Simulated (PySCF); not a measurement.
# NaBr+: bond curves at several levels of theory

One table from this session's results is given with a row withheld; the runs are named, their logs left out.

Computed with PySCF 2.14.0. Level: Na x2c-SVPall, Br x2c-SVPall, spin-free X2C with a Gaussian nucleus.

Set-up of the first run:

The job is set up so:

```yaml
atoms: Na, Br
charge: 1
basis: Na x2c-SVPall, Br x2c-SVPall
Hamiltonian: spin-free X2C with a Gaussian nucleus
basis_functions: 47
electrons_treated: 45
masses_in_u: 22.9898, 78.9183
levels: PBE0, PBE, r²SCAN, BP86, M06, B97-3, ωB97X, HF, MP2, SCS-MP2, CCSD, CCSD(T)
grid: 80 radial by 434 angular points
occupations: held fixed by the projection of orbital angular momentum
dissociation_limit: Na+ + Br, each in its ground configuration
starting_distance_in_angstrom: 2.790
values_of_2S_to_try: 1, 3
```

The run is started by

```sh
OMP_NUM_THREADS=1 python dia.py task.json out
```

Steps of the session up to this table: Set-up; PBE0 along the bond; Other states along the same grid; PBE (GGA); r²SCAN; BP86 (GGA); M06; B97-3; ωB97X (range-separated hybrid); UHF (mean field); MP2 and coupled cluster.

One of the session's tables, all rows but one given; the rest of the session is left out.

It belongs to the step «The curves together». Energy (eV) from each level's lowest point:

```
R (Å)    UHF  UHF-MP2  UHF-SCS-MP2  UHF-CCSD  UHF-CCSD(T)
2.544  0.231    0.220        0.222       n/a          n/a
2.662  0.108    0.101        0.102     0.101        0.101
2.780  0.040    0.035        0.036     0.035        0.035
2.869  0.014    0.010        0.011     0.010        0.010
2.958  0.002    0.000        0.000     0.000        0.000
3.047  0.000    0.000        0.000     0.000        0.001
3.165      ?        ?            ?         ?            ?
3.313  0.029    0.038        0.036     0.038        0.039
3.490  0.061    0.075        0.074     0.076        0.077
3.727  0.105    0.127        0.125       n/a          n/a
```

Estimate the missing values for R (Å) = 3.165.

Worked estimate for «UHF». A straight line through the neighbours (3.047, 0.000) and (3.313, 0.029) gives 0.000 + (0.029 − 0.000) × (3.165 − 3.047) / (3.313 − 3.047) = 0.013; a parabola fitted to 4 rows on both sides gives 0.010.

The run gave: UHF: 0.008; UHF-MP2: 0.012; UHF-SCS-MP2: 0.011; UHF-CCSD: 0.012; UHF-CCSD(T): 0.013. In «UHF» the line misses by +0.005 and the parabola by +0.002.
